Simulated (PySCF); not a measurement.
# BH7N2Si2: the cost of one run

The runs use PySCF 2.14.0, with density-fitted response routines of our own; the level of theory stands in each step. All values are computed, except where a source is named. Atoms count from 0, in the outputs and in this text.

### 1 The starting structure

12 atoms, charge 0, multiplicity 1; geometry from: GFN2-xTB. The atoms were then displaced at random by about 0.01 Å, so the start is not that level's minimum.

Bonds of the start (Å): B0–N1 1.38, N1–Si2 1.77, Si2–N3 1.79, N3–Si4 1.75, Si4–N1 1.77, B0–H5 1.14, B0–H6 1.20, Si2–H7 1.44, Si2–H8 1.48, N3–H9 0.97, Si4–H10 1.47, Si4–H11 1.44.

### 2 Optimising the geometry at PBE0-D3(BJ)/def2-SVP

Job settings and geometry (Å):

```
{"job": {"xc": "PBE0", "basis": "def2-SVP", "d3": "d3bj", "grid": 1, "shake": 0.01, "kind": "geom"}, "charge": 0, "multiplicity": 1}
B     -1.475420    -0.854730     1.053140
N     -0.465830    -0.261750     0.319470
Si    -0.342390     1.278670    -0.541040
N      1.312820     0.711440    -0.906590
Si     1.166140    -0.820160    -0.076950
H     -1.348250    -1.883280     1.532760
H     -2.499360    -0.247250     1.166310
H     -1.195030     1.388470    -1.691330
H     -0.361320     2.445300     0.373860
H      2.025240     1.122570    -1.416760
H      2.026560    -0.926080     1.111940
H      1.196510    -1.981480    -0.933840
```

On the command line:

```sh
$ OMP_NUM_THREADS=1 python probes_run.py task.json out
```

The driver reads the jobs from task.json and runs them one after another.

Q: Estimate the wall time and peak memory of this first job on 1 thread of Arm Neoverse V1, shared host.

About 30 s, with a peak of 0.48 GiB.
